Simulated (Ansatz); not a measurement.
# Cs8BSn7I24: the cost of one run

All numbers are computed with Ansatz 0.2.0 (PAW, plane waves).

### Step 1. Starting point

40 atoms (8 Cs, 1 B, 7 Sn, 24 I); a = 12.314 Å, b = 12.314 Å, c = 12.314 Å, α = 90.00°, β = 90.00°, γ = 90.00°. All atoms were shaken off their sites by about 0.02 Å along each axis. Defect site 1: (0.500, 0.500, 0.500). Defect site 2: (0.250, 0.250, 0.250). Starting moments add up to 1 μB.

Plan of the steps: (2) PBEsol relaxation at the single k point (¼, ¼, ¼), on 1 × NVIDIA H100 80GB HBM3 with 4 threads of AMD EPYC 7R13; (3) HSE06 single point at the single k point (¼, ¼, ¼), on 1 × NVIDIA H100 80GB HBM3 with 4 threads of AMD EPYC 7R13; (4) r²SCAN single point at the single k point (¼, ¼, ¼), on 4 threads of AMD EPYC 7R13.

### Step 2. Relaxing the atoms with PBEsol

File in.yaml:

```yaml
crystal:
  lattice:
    - [12.314462, 0.000000, 0.000000]
    - [0.000000, 12.314462, 0.000000]
    - [0.000000, 0.000000, 12.314462]
  atoms:
    - { symbol: Cs, position: [0.004393, 0.998275, 0.998946] }
    - { symbol: Cs, position: [0.998904, 0.998842, 0.500426] }
    - { symbol: Cs, position: [0.997532, 0.503082, 0.995852] }
    - { symbol: Cs, position: [0.000232, 0.499049, 0.502205] }
    - { symbol: Cs, position: [0.497792, 0.001355, 0.002722] }
    - { symbol: Cs, position: [0.495832, 0.998353, 0.499387] }
    - { symbol: Cs, position: [0.502620, 0.501513, 0.001476] }
    - { symbol: Cs, position: [0.250494, 0.248128, 0.248266], spin: 0.125 }
    - { symbol: B, position: [0.499128, 0.497308, 0.500844], spin: 0.125 }
    - { symbol: Sn, position: [0.253127, 0.250780, 0.748239] }
    - { symbol: Sn, position: [0.248910, 0.753800, 0.250017] }
    - { symbol: Sn, position: [0.254634, 0.750052, 0.748134] }
    - { symbol: Sn, position: [0.749353, 0.247667, 0.250607] }
    - { symbol: Sn, position: [0.749639, 0.250616, 0.750163] }
    - { symbol: Sn, position: [0.750343, 0.753183, 0.250353] }
    - { symbol: Sn, position: [0.751250, 0.749466, 0.748638] }
    - { symbol: I, position: [0.249355, 0.247817, 0.000993], spin: 0.125 }
    - { symbol: I, position: [0.251277, 0.249714, 0.501947], spin: 0.125 }
    - { symbol: I, position: [0.250102, 0.753656, 0.999548] }
    - { symbol: I, position: [0.247373, 0.751468, 0.501651] }
    - { symbol: I, position: [0.751624, 0.251733, 0.998884] }
    - { symbol: I, position: [0.747630, 0.248182, 0.495037] }
    - { symbol: I, position: [0.749448, 0.750626, 0.997524] }
    - { symbol: I, position: [0.748703, 0.750324, 0.501143] }
    - { symbol: I, position: [0.000512, 0.253249, 0.249345], spin: 0.125 }
    - { symbol: I, position: [0.999243, 0.250878, 0.749051] }
    - { symbol: I, position: [0.999689, 0.748787, 0.248171] }
    - { symbol: I, position: [0.001986, 0.749512, 0.748207] }
    - { symbol: I, position: [0.496863, 0.250160, 0.248096], spin: 0.125 }
    - { symbol: I, position: [0.501662, 0.249811, 0.747481] }
    - { symbol: I, position: [0.502571, 0.751515, 0.250949] }
    - { symbol: I, position: [0.498184, 0.750258, 0.749936] }
    - { symbol: I, position: [0.250799, 0.999603, 0.248714], spin: 0.125 }
    - { symbol: I, position: [0.249084, 0.997899, 0.746037] }
    - { symbol: I, position: [0.248814, 0.498662, 0.247089], spin: 0.125 }
    - { symbol: I, position: [0.254130, 0.500177, 0.746733] }
    - { symbol: I, position: [0.748891, 0.996716, 0.253083] }
    - { symbol: I, position: [0.747106, 0.997786, 0.750167] }
    - { symbol: I, position: [0.753924, 0.501892, 0.247496] }
    - { symbol: I, position: [0.747720, 0.498727, 0.749465] }
  symmetry: { detect: false }
kpoints:
  mp_grid: { grid: [1, 1, 1], shift: [0.25, 0.25, 0.25] }
hamiltonian:
  xc: pbesol
magnetization:
  spin_polarized: true
scf:
  occupations: { method: fermi_dirac, width: 0.01 }
relax:
  f_tol: 0.03
  max_steps: 80
  escape_saddle: false
  adjacent_minimum: "off"
output:
  forces: true
  eigenvalues: true
  populations: true
  write_density: true
  write_potential: true
  elf: true
  volumetric_format: npy
```

Launch:

```console
$ ansatz run in.yaml --threads 4 --pin off --max-ram 42750MiB --runs-dir r --events-out ev --progress --plain --backend cuda --devices 0, --max-vram 37GiB
```

What time and memory should one allow on 1 × NVIDIA H100 80GB HBM3 with 4 threads of AMD EPYC 7R13, shared host?

About 1.8 min, with a peak of 2 GiB on the host.
